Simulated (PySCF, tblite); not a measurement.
# C4H4F4O2: geometry, infrared bands and NMR shifts

Wanted: the infrared bands and NMR shifts of C4H4F4O2 (`FC(F)[C@@H]1O[C@H](F)O[C@@H]1F`), by calculation.

Programs: tblite 0.8.0 and PySCF 2.14.0, with density-fitted response routines of our own. Each step states its level of theory. These are calculated values for one molecule in the gas phase, unless marked as measured. Atoms count from 0, in the outputs and in this text.

## (1) Starting geometry

14 atoms, charge 0, multiplicity 1; geometry from: force field or distance geometry start.

Bonds of the start (Å): F0–C1 1.36, C1–F2 1.38, C1–C3 1.50, C3–O4 1.42, O4–C5 1.42, C5–F6 1.35, C5–O7 1.42, O7–C8 1.41, C8–F9 1.36, C8–C3 1.51, C1–H10 1.09, C3–H11 1.10, C5–H12 1.08, C8–H13 1.09.

## (2) Optimising the geometry with GFN2-xTB

The job: settings as JSON, then the geometry in Å.

```
{"job": {"kind": "relax", "xc": "GFN2-xTB", "basis": "xTB"}, "charge": 0, "multiplicity": 1}
F      2.449200     0.744300    -1.116900
C      1.619600     0.700300    -0.038500
F      2.399600     0.221200     0.992900
C      0.493400    -0.260500    -0.306600
O     -0.474300     0.236800    -1.223900
C     -1.732100    -0.187100    -0.706300
F     -2.402300     0.934200    -0.351300
O     -1.546800    -0.967100     0.471600
C     -0.291600    -0.535800     0.954100
F     -0.521100     0.611000     1.648700
H      1.288000     1.710600     0.196300
H      0.870300    -1.209700    -0.716400
H     -2.309700    -0.728200    -1.446800
H      0.157300    -1.270400     1.620800
```

On the command line:

```bash
OMP_NUM_THREADS=1 python probes_run.py task.json out
```

One launch serves the whole session: the jobs run in the order shown.

**Question.** This job is followed by: GFN2-xTB harmonic vibrations, gas phase; GIAO PBE0/pcSseg-1 NMR shielding, non-relativistic, gas phase. Predict these results of the whole session: strongest single infrared mode (GFN2-xTB); zero-point energy (GFN2-xTB); ¹³C shifts against TMS (PBE0/pcSseg-1); ¹H shifts against TMS (PBE0/pcSseg-1); ¹⁹F shifts against CFCl3 (PBE0/pcSseg-1); ¹⁷O shifts against H2O (PBE0/pcSseg-1).

**Answer**, as computed:

| quantity | value |
| --- | --- |
| strongest single infrared mode (GFN2-xTB) | 1070 cm⁻¹, 231 km/mol |
| zero-point energy (GFN2-xTB) | 53.9 kcal/mol |
| ¹³C shifts against TMS (PBE0/pcSseg-1) | 124.8, 120.3, 112.4, 83.7 ppm |
| ¹H shifts against TMS (PBE0/pcSseg-1) | 6.62, 6.39, 6.37, 4.39 ppm |
| ¹⁹F shifts against CFCl3 (PBE0/pcSseg-1) | -89.6, -144.5, -145.0, -154.7 ppm |
| ¹⁷O shifts against H2O (PBE0/pcSseg-1) | 177.0, 127.9 ppm |

**Reading.** Over 49 steps the energy fell by 0.334 eV; of the close pairs, O4–C5 changed most, 1.425 to 1.367 Å. No mode is imaginary among the 36: a minimum at this level. The strongest single mode, at 1070 cm⁻¹, is spread over several atoms, C1, C8, F0, C3 among them. GFN2-xTB is a fitted tight-binding method: band positions and strengths are rough. Its intensities can rank the bands wrongly. H12 (hydrogen on an sp3 carbon bearing two oxygens) lies farthest downfield among hydrogen, at 6.62 ppm; its carbon carries F and O, hence the downfield position.
